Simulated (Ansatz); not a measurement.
**Fe2CuN2 in Ansatz: convergence with k mesh**

Input of the first run (k mesh 3 × 3 × 2); the others differ in this setting and in those tied to it:

input.yaml

```yaml
crystal:
  lattice:
    - [2.5830227027, -1.4854245028, 0.0]
    - [2.5830227027, 1.4854245028, 0.0]
    - [-0.021989407, 0.0, 6.8937483682]
  atoms:
    - { symbol: Cu, position: [0.510136, 0.485352, 0.505466], spin: 0.6 }
    - { symbol: Fe, position: [0.835768, 0.834459, 0.158569], spin: 3.0 }
    - { symbol: Fe, position: [0.16608, 0.172455, 0.84364], spin: 3.0 }
    - { symbol: "N", position: [0.496089, 0.497912, 0.772167] }
    - { symbol: "N", position: [0.505327, 0.504114, 0.221331] }
hamiltonian:
  xc: pbe
  pseudopotentials: { kind: paw }
magnetization:
  spin_polarized: true
kpoints:
  mp_grid: { grid: [3, 3, 2] }
scf:
  occupations: { method: fermi_dirac, width: 0.05 }
output:
  forces: true
  stress: true
  eigenvalues: true
```

Potentials or basis: Ansatz PAW.

The run is started by

```sh
$ ansatz run input.yaml --threads 2 --pin off --max-ram 5632MiB --backend cpu --events-out ev --progress --plain --runs-dir out
```

The cell isn't the ideal one: atoms moved at random, drawn with an rms of 0.05 Å.

The cell comes from a database or a generator and needn't be the stable form of this composition.

Hardware: 2 threads of Intel(R) Xeon(R) Platinum 8259CL CPU @ 2.50GHz (Skylake/Cascade Lake) (shared host).

| k mesh | energy less the tightest run, at zero smearing (meV/atom) | pressure (GPa) | largest force (eV/Å) | SCF cycles | CPU time (s) | peak memory (GiB) |
| --- | --- | --- | --- | --- | --- | --- |
| 3 × 3 × 2 | 1.96 | -0.25 | 1.664 | 18 | 16 | 0.39 |
| 4 × 4 × 2 | -19.37 | -0.78 | 1.109 | 19 | 24 | 0.41 |
| 5 × 5 × 2 | 14.44 | 0.14 | 1.121 | 22 | 40 | 0.43 |
| 6 × 6 × 3 | -8.57 | -0.57 | 0.982 | 18 | 64 | 0.51 |
| 7 × 7 × 3 | 6.94 | 0.00 | 0.987 | 20 | 91 | 0.55 |
| 9 × 9 × 4 | 0.86 | -0.18 | 0.988 | 19 | 190 | 0.78 |
| 12 × 12 × 5 | 1.18 | -0.18 | 0.989 | 19 | 360 | 1.3 |
| 14 × 14 × 6 | 0.70 | -0.20 | 0.988 | 18 | 560 | 1.9 |
| 17 × 17 × 7 | 0.00 | -0.23 | 0.988 | 18 | 980 | 2.9 |

Against the tightest run, the energy stays within 1 meV/atom from 14 × 14 × 6 on; the pressure stays within 0.1 GPa from 9 × 9 × 4 on; the largest force stays within 0.005 eV/Å from 7 × 7 × 3 on. Meshes of other sizes hit other points, so gaps and Fermi surfaces needn't settle smoothly. The tightest run that finished is the yardstick and may itself not be fully converged.

Caveat, for the tightest run too: the starting moments collapsed, and a magnetic state may lie lower; the pressure holds a Pulay correction of +0.5 GPa for the finite cutoff; the starting moments weren't kept.
